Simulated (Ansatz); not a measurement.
**C₃H₅ClSi: a spread of methods and bases, part 1 of 2**

How do the results and run time of C₃H₅ClSi respond when the settings are drawn wide?

Program: Ansatz 0.2.0, Gaussian basis. Level of theory: the settings change from run to run. These are calculated values, not measurements.

**1. The relaxed structure**

The structure was relaxed beforehand with PBE0-D4 in a triple-zeta def2 set.

SMILES `ClC1=CC[SiH2]1`, 10 atoms, charge 0, spin multiplicity 1.

Atoms are counted from 1 here; the program's logs count them from 0.

Bond lengths: Cl1–C2 1.708 Å, C2–C3 1.341 Å, C2–Si5 1.860 Å, C3–C4 1.517 Å, C3–H6 1.089 Å, C4–Si5 1.897 Å, C4–H7 1.093 Å, C4–H8 1.093 Å, Si5–H9 1.487 Å, Si5–H10 1.487 Å. Angles: Cl1–C2–C3 127.7°, Cl1–C2–Si5 140.3°, C3–C2–Si5 92.1°, C2–C3–C4 107.0°, C2–C3–H6 127.3°, C4–C3–H6 125.6°, C3–C4–Si5 85.4°, C3–C4–H7 113.9°, C3–C4–H8 113.9°, Si5–C4–H7 116.8°, Si5–C4–H8 116.8°, H7–C4–H8 108.7°, C2–Si5–C4 75.5°, C2–Si5–H9 117.3°, C2–Si5–H10 117.3°, C4–Si5–H9 117.6°, C4–Si5–H10 117.6°, H9–Si5–H10 108.8°.

**2. r2SCAN/6-31++G****

File in.yaml:

```yaml
crystal:
  periodic: [false, false, false]
  atoms:
    - {symbol: Cl, position_ang: [-0.332847, 0.192729, 2.899146]}
    - {symbol: C, position_ang: [-0.134001, 0.079872, 1.206202]}
    - {symbol: C, position_ang: [0.043126, -1.029941, 0.474059]}
    - {symbol: C, position_ang: [0.167348, -0.592623, -0.972985]}
    - {symbol: Si, position_ang: [-0.058239, 1.166750, -0.300806]}
    - {symbol: H, position_ang: [0.090928, -2.056853, 0.832979]}
    - {symbol: H, position_ang: [1.134383, -0.826829, -1.424329]}
    - {symbol: H, position_ang: [-0.624043, -0.977214, -1.620686]}
    - {symbol: H, position_ang: [1.095172, 2.098699, -0.411360]}
    - {symbol: H, position_ang: [-1.298628, 1.894309, -0.679219]}
basis:
  gaussian: {orbitals: "6-31++G**"}
hamiltonian: {xc: {name: r2SCAN}}
output: {forces: true}
```

On the command line:

```sh
> ansatz run in.yaml --threads 4 --pin off --events-out ev --progress --plain --max-ram 10444MiB
```

What it wrote (excerpt; [...] marks lines left out):

```text
Functional definition: r2SCAN
  name "r2SCAN"
  cite "Furness, Kaplan, Ning, Perdew & Sun, J. Phys. Chem. Lett. 11, 8208 (2020) doi:10.1021/acs.jpclett.0c02405"
  cite "Furness, Kaplan, Ning, Perdew & Sun, J. Phys. Chem. Lett. 11, 9248 (2020) doi:10.1021/acs.jpclett.0c03077"
  parent r2scan
[...]
1355 factors; their error is unknown
[...]
mean field -23587.38589729 eV, -866.8204436210 hartree, gradient 1.8e-5 eV, S^2 0.000000; 0 other end points of the search recorded, 0 dependent functions left out
[...]
reference -23587.38593074 eV, -866.8204448503 hartree; 27, 27 occupied and 106, 106 virtual orbitals, 1355 factors
Total energy: -23587.38593074 eV, -866.8204448503 hartree
Atom 0 at    -0.332847     0.192729     2.899146 Å, force    -0.060892     0.042274     0.509736 eV/Å
Atom 1 at    -0.134001     0.079872     1.206202 Å, force    -0.029651     0.396111    -0.027513 eV/Å
Atom 2 at     0.043126    -1.029941     0.474059 Å, force     0.064521    -0.575328    -0.147528 eV/Å
Atom 3 at     0.167348    -0.592623    -0.972985 Å, force     0.018955    -0.024317    -0.149318 eV/Å
Atom 4 at    -0.058239     1.166750    -0.300806 Å, force    -0.023995     0.375379    -0.075463 eV/Å
Atom 5 at     0.090928    -2.056853     0.832979 Å, force     0.008897    -0.151746     0.040222 eV/Å
Atom 6 at     1.134383    -0.826829    -1.424329 Å, force     0.110969    -0.036784    -0.052420 eV/Å
Atom 7 at    -0.624043    -0.977214    -1.620686 Å, force    -0.088908    -0.053890    -0.074746 eV/Å
Atom 8 at     1.095172     2.098699    -0.411360 Å, force     0.027408     0.016453    -0.008337 eV/Å
Atom 9 at    -1.298628     1.894309    -0.679219 Å, force    -0.027304     0.011849    -0.014634 eV/Å
Dipole moment:     0.052661    -0.107249    -0.388623 e Å
```

Run time: 2.3 s. Hardware: 4 threads of Intel Xeon at 2.60GHz, shared host.

Largest force 0.597 eV/Å, dipole 1.95 D.

**3. B3LYP5/pcseg-2**

Set apart from the defaults: the search for lower states set to full.

Changes to in.yaml since step 2:

```diff
@@ -14,4 +14,5 @@
 basis:
-  gaussian: {orbitals: "6-31++G**"}
-hamiltonian: {xc: {name: r2SCAN}}
+  gaussian: {orbitals: pcseg-2}
+hamiltonian: {xc: {name: B3LYP5}}
+scf: {lower_state_search: full}
 output: {forces: true}
```

The command is unchanged.

What it wrote (excerpt; [...] marks lines left out):

```text
Functional definition: B3LYP5
  name "B3LYP5"
  cite "Stephens, Devlin, Chabalowski & Frisch, J. Phys. Chem. 98, 11623 (1994) doi:10.1021/j100096a001"
  cite "Becke, Phys. Rev. A 38, 3098 (1988) doi:10.1103/PhysRevA.38.3098"
  cite "Lee, Yang & Parr, Phys. Rev. B 37, 785 (1988) doi:10.1103/PhysRevB.37.785"
  cite "Vosko, Wilk & Nusair, Can. J. Phys. 58, 1200 (1980) doi:10.1139/p80-159"
[...]
1296 factors; their error is unknown
[...]
mean field -23589.37539204 eV, -866.8935562045 hartree, gradient 4.0e-5 eV, S^2 0.000000; 0 other end points of the search recorded, 0 dependent functions left out
[...]
reference -23589.37569005 eV, -866.8935671563 hartree; 27, 27 occupied and 201, 201 virtual orbitals, 1296 factors
Total energy: -23589.37569005 eV, -866.8935671563 hartree
Atom 0 at    -0.332847     0.192729     2.899146 Å, force    -0.058757     0.043388     0.489618 eV/Å
Atom 1 at    -0.134001     0.079872     1.206202 Å, force     0.045379    -0.081841    -0.330871 eV/Å
Atom 2 at     0.043126    -1.029941     0.474059 Å, force    -0.006983    -0.177256     0.185416 eV/Å
Atom 3 at     0.167348    -0.592623    -0.972985 Å, force     0.036933    -0.080444    -0.266968 eV/Å
Atom 4 at    -0.058239     1.166750    -0.300806 Å, force    -0.016557     0.293241    -0.079043 eV/Å
Atom 5 at     0.090928    -2.056853     0.832979 Å, force    -0.002283     0.066471    -0.026821 eV/Å
Atom 6 at     1.134383    -0.826829    -1.424329 Å, force    -0.052551    -0.004806    -0.000370 eV/Å
Atom 7 at    -0.624043    -0.977214    -1.620686 Å, force     0.051500     0.004073     0.011248 eV/Å
Atom 8 at     1.095172     2.098699    -0.411360 Å, force    -0.063808    -0.037022     0.001651 eV/Å
Atom 9 at    -1.298628     1.894309    -0.679219 Å, force     0.067127    -0.025804     0.016140 eV/Å
Dipole moment:     0.048555    -0.098661    -0.358507 e Å
```

Wall time 3.2 s (4 threads of Intel Xeon at 2.60GHz, shared host); peak memory 0.63 GiB.

Largest force 0.495 eV/Å, dipole 1.80 D.

**4. wB97X/def2-mTZVPP**

This run has relativity set to none, high accuracy.

Changes to in.yaml since step 3:

```diff
@@ -14,5 +14,5 @@
 basis:
-  gaussian: {orbitals: pcseg-2}
-hamiltonian: {xc: {name: B3LYP5}}
-scf: {lower_state_search: full}
+  gaussian: {orbitals: def2-mTZVPP}
+hamiltonian: {xc: {name: wB97X}, pseudopotentials: {relativity: none}}
+accuracy: high
 output: {forces: true}
```

The command is unchanged.

What it wrote (excerpt; [...] marks lines left out):

```text
Functional definition: wB97X
  name "wB97X"
  cite "Chai & Head-Gordon, J. Chem. Phys. 128, 084106 (2008) doi:10.1063/1.2834918"
  cite "Becke, J. Chem. Phys. 107, 8554 (1997) doi:10.1063/1.475007"
[...]
  # The coefficients of nought are those of the uniform gas.
[...]
      + exact_x_lr(omega)
[...]
      + integral(e_c_pw_opposite_spin*poly(b97_u_opposite, 1, cos1, cos2, cos3, cos4))
2834 factors; integrals over basis functions are off by at most 8.3e-9 eV
455 factors; integrals over basis functions are off by at most 2.6e-9 eV
[...]
mean field -23591.87649251 eV, -866.9854699516 hartree, gradient 3.5e-8 eV, S^2 0.000000; 0 other end points of the search recorded, 0 dependent functions left out
[...]
reference -23591.87648908 eV, -866.9854698256 hartree; 27, 27 occupied and 109, 109 virtual orbitals, 2834 factors
Total energy: -23591.87648908 eV, -866.9854698256 hartree
Atom 0 at    -0.332847     0.192729     2.899146 Å, force    -0.047541     0.017174     0.409510 eV/Å
Atom 1 at    -0.134001     0.079872     1.206202 Å, force     0.083704    -0.237430    -0.554032 eV/Å
Atom 2 at     0.043126    -1.029941     0.474059 Å, force    -0.043115     0.071212     0.317341 eV/Å
Atom 3 at     0.167348    -0.592623    -0.972985 Å, force     0.017678     0.055622    -0.198650 eV/Å
Atom 4 at    -0.058239     1.166750    -0.300806 Å, force    -0.011703     0.196252    -0.048331 eV/Å
Atom 5 at     0.090928    -2.056853     0.832979 Å, force    -0.001415     0.020909     0.000559 eV/Å
Atom 6 at     1.134383    -0.826829    -1.424329 Å, force    -0.014494    -0.004575     0.022633 eV/Å
Atom 7 at    -0.624043    -0.977214    -1.620686 Å, force     0.009837    -0.002515     0.025376 eV/Å
Atom 8 at     1.095172     2.098699    -0.411360 Å, force    -0.071919    -0.064785     0.004444 eV/Å
Atom 9 at    -1.298628     1.894309    -0.679219 Å, force     0.078968    -0.051865     0.021149 eV/Å
Dipole moment:     0.050831    -0.093451    -0.382805 e Å
```

Run time: 14 s. Hardware: 4 threads of Intel Xeon at 2.60GHz, shared host; peak memory 0.94 GiB.

Largest force 0.609 eV/Å, dipole 1.91 D.

**5. r2SCAN50/6-31G***

This run has D3(BJ) dispersion.

Changes to in.yaml since step 4:

```diff
@@ -14,5 +14,3 @@
 basis:
-  gaussian: {orbitals: def2-mTZVPP}
-hamiltonian: {xc: {name: wB97X}, pseudopotentials: {relativity: none}}
-accuracy: high
-output: {forces: true}
+  gaussian: {orbitals: "6-31G*"}
+hamiltonian: {xc: {name: r2SCAN50}, dispersion: d3bj}
```

The command is unchanged.

What it wrote (excerpt; [...] marks lines left out):

```text
Warning: the engine holds no damping parameters fitted to this dispersion correction and functional, so the run takes those fitted to r2scan50 beside the three-body term, which d3bj leaves out (hamiltonian.dispersion, under Limitations)
Functional definition: r2SCAN50
  name "r2SCAN50"
  cite "Bursch, Neugebauer, Ehlert & Grimme, J. Chem. Phys. 156, 134105 (2022) doi:10.1063/5.0086040"
  cite "Furness, Kaplan, Ning, Perdew & Sun, J. Phys. Chem. Lett. 11, 8208 (2020) doi:10.1021/acs.jpclett.0c02405"
  cite "Furness, Kaplan, Ning, Perdew & Sun, J. Phys. Chem. Lett. 11, 9248 (2020) doi:10.1021/acs.jpclett.0c03077"
  parent r2scan
[...]
923 factors; integrals over basis functions are off by at most 8.7e-4 eV
[...]
mean field -23586.26041316 eV, -866.7790828421 hartree, gradient 2.9e-5 eV, S^2 0.000000; 0 other end points of the search recorded, 0 dependent functions left out
reference -23586.26041851 eV, -866.7790830386 hartree; 27, 27 occupied and 66, 66 virtual orbitals, 923 factors
Total energy: -23586.35332206 eV, -866.7824971812 hartree
```

Run time: 1.6 s. Hardware: 4 threads of Intel Xeon at 2.60GHz, shared host.

**6. PBE0-DH/def2-TZVP**

This run has atoms shaken by 0.08 Å, density fitting with cc-pVTZ-jkfit.

File in.yaml:

```yaml
crystal:
  periodic: [false, false, false]
  atoms:
    - {symbol: Cl, position_ang: [-0.411466, 0.220775, 2.828835]}
    - {symbol: C, position_ang: [-0.153462, -0.017697, 1.212273]}
    - {symbol: C, position_ang: [0.199380, -1.008113, 0.465781]}
    - {symbol: C, position_ang: [0.103386, -0.807428, -0.871276]}
    - {symbol: Si, position_ang: [-0.238729, 1.082987, -0.357523]}
    - {symbol: H, position_ang: [0.176886, -1.967240, 0.812912]}
    - {symbol: H, position_ang: [1.241412, -0.782712, -1.361416]}
    - {symbol: H, position_ang: [-0.562948, -1.073420, -1.632428]}
    - {symbol: H, position_ang: [0.939026, 2.071650, -0.473451]}
    - {symbol: H, position_ang: [-1.391686, 1.994965, -0.483457]}
basis:
  gaussian: {orbitals: def2-TZVP, fitting: {mean_field: cc-pVTZ-jkfit}}
hamiltonian: {xc: {name: PBE0-DH}}
output: {forces: true}
```

The command is unchanged.

What it wrote (excerpt; [...] marks lines left out):

```text
Functional definition: PBE0-DH
  name "PBE0-DH"
  cite "Brémond & Adamo, J. Chem. Phys. 135, 024106 (2011) doi:10.1063/1.3604569"
  cite "Perdew, Burke & Ernzerhof, Phys. Rev. Lett. 77, 3865 (1996) doi:10.1103/PhysRevLett.77.3865"
[...]
629 factors; integrals over basis functions are off by at most 3.8e-1 eV
[...]
mean field -23576.04797300 eV, -866.4037825883 hartree, gradient 2.5e-6 eV, S^2 0.000000; 0 other end points of the search recorded, 0 dependent functions left out
13 core orbitals not correlated: weight in the atoms' cores, before any rotation towards them, 1.000 or more for the frozen orbitals, at most 0.000 for the correlated occupied ones
reference -23576.04799477 eV, -866.4037833887 hartree; 14, 14 occupied and 170, 170 virtual orbitals, 629 factors
second order -26.36792574 eV of doubles, -0.00000000 eV of singles
[...]
Total energy: -23579.34398549 eV, -866.5249088134 hartree
Atom 0 at    -0.411466     0.220775     2.828835 Å, force     0.050825    -0.301746     1.199953 eV/Å
Atom 1 at    -0.153462    -0.017697     1.212273 Å, force    -0.611015     4.270875    -0.819256 eV/Å
Atom 2 at     0.199380    -1.008113     0.465781 Å, force    -1.422435    -3.293879     3.404854 eV/Å
Atom 3 at     0.103386    -0.807428    -0.871276 Å, force     4.662857     5.011608    -6.247243 eV/Å
Atom 4 at    -0.238729     1.082987    -0.357523 Å, force     1.459718     0.048545     1.250106 eV/Å
Atom 5 at     0.176886    -1.967240     0.812912 Å, force     0.903889    -2.871233     1.345405 eV/Å
Atom 6 at     1.241412    -0.782712    -1.361416 Å, force    -2.879148    -0.331939     0.743724 eV/Å
Atom 7 at    -0.562948    -1.073420    -1.632428 Å, force    -1.182716    -1.493363    -0.390480 eV/Å
Atom 8 at     0.939026     2.071650    -0.473451 Å, force    -0.549265    -0.716223    -0.092244 eV/Å
Atom 9 at    -1.391686     1.994965    -0.483457 Å, force    -0.432710    -0.322643    -0.394818 eV/Å
Dipole moment:    -0.066519    -0.113681    -0.341037 e Å
```

It took 5 s on 4 threads of Intel Xeon at 2.60GHz, shared host; peak memory 0.56 GiB.

Largest force 9.267 eV/Å, dipole 1.76 D.

(Continued in part 2 of 2.)
